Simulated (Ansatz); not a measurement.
**C3H6BN: basis-set convergence**

How large a basis does C3H6BN need? Two functionals are run in growing sets.

Computed with Ansatz 0.2.0, Gaussian basis. Level: one geometry, several basis sets.

Levels to be run: PBE0-D4/def2-SVP; ωB97M-V/def2-SVP; PBE0-D4/def2-QZVPP; ωB97M-V/def2-QZVPP; the functionals' def2-TZVPP values are taken from earlier runs.

### 1 Structure used throughout

The geometry comes from an earlier relaxation with PBE0-D4 in a triple-zeta def2 set; it is a stationary point, not always the lowest conformer.

11 atoms, charge 0, spin multiplicity 1.

Atoms are counted from 1 here; the program's logs count them from 0.

Bond lengths: B1–C2 1.614 Å, B1–C3 1.614 Å, B1–H6 1.205 Å, B1–H7 1.202 Å, C2–C3 1.655 Å, C2–C4 1.388 Å, C2–H8 1.088 Å, C3–C4 1.388 Å, C3–H9 1.088 Å, C4–N5 1.321 Å, N5–H10 1.004 Å, N5–H11 1.004 Å. Angles: C2–B1–C3 61.7°, C2–B1–H6 116.4°, C2–B1–H7 115.6°, C3–B1–H6 116.4°, C3–B1–H7 115.6°, H6–B1–H7 118.6°, B1–C2–C3 59.1°, B1–C2–C4 101.6°, B1–C2–H8 131.3°, C3–C2–C4 53.4°, C3–C2–H8 130.7°, C4–C2–H8 121.4°, B1–C3–C2 59.1°, B1–C3–C4 101.6°, B1–C3–H9 131.3°, C2–C3–C4 53.4°, C2–C3–H9 130.7°, C4–C3–H9 121.4° and more.

### 2 PBE0-D4 in def2-SVP

Input file in.yaml:

```yaml
crystal:
  periodic: [false, false, false]
  atoms:
    - {symbol: B, position_ang: [-0.068162, 1.134506, 1.264985]}
    - {symbol: C, position_ang: [-0.555908, -0.299167, 0.707705]}
    - {symbol: C, position_ang: [-0.037779, 0.883123, -0.328683]}
    - {symbol: C, position_ang: [0.273250, -0.468454, -0.392966]}
    - {symbol: N, position_ang: [0.677712, -1.393222, -1.245715]}
    - {symbol: H, position_ang: [-0.929216, 1.871285, 1.674833]}
    - {symbol: H, position_ang: [1.003379, 1.142583, 1.809917]}
    - {symbol: H, position_ang: [-1.514245, -0.809654, 0.779994]}
    - {symbol: H, position_ang: [-0.551785, 1.386530, -1.145148]}
    - {symbol: H, position_ang: [1.153773, -1.136709, -2.091760]}
    - {symbol: H, position_ang: [0.614283, -2.367821, -1.012562]}
basis:
  gaussian: {orbitals: def2-SVP}
hamiltonian: {xc: pbe0, dispersion: d4}
output: {orbitals: {seedname: orbitals}}
```

Command:

```bash
> ansatz run in.yaml --threads 2 --pin off --events-out ev --progress --plain --max-ram 4352MiB
```

After this run come: ωB97M-V in def2-SVP; PBE0-D4 in def2-QZVPP; ωB97M-V in def2-QZVPP.

**Question.** What will the summary of the whole plan be? Wanted: PBE0-D4: double and triple zeta above quadruple; ωB97M-V: double and triple zeta above quadruple.

The runs gave:

| quantity | value |
| --- | --- |
| PBE0-D4: double and triple zeta above quadruple | 6.16, 0.30 eV |
| ωB97M-V: double and triple zeta above quadruple | 6.44, 0.28 eV |

**Reading.** For PBE0-D4 the step from double to triple zeta gains 5.86 eV and the next only 0.30 eV. These are total energies; as a rule much of such shifts cancels in differences, which this series doesn't test. The LUMO of ωB97M-V is positive and keeps falling with the basis (2.13 to 1.02 eV): an unbound level that the basis holds in place.
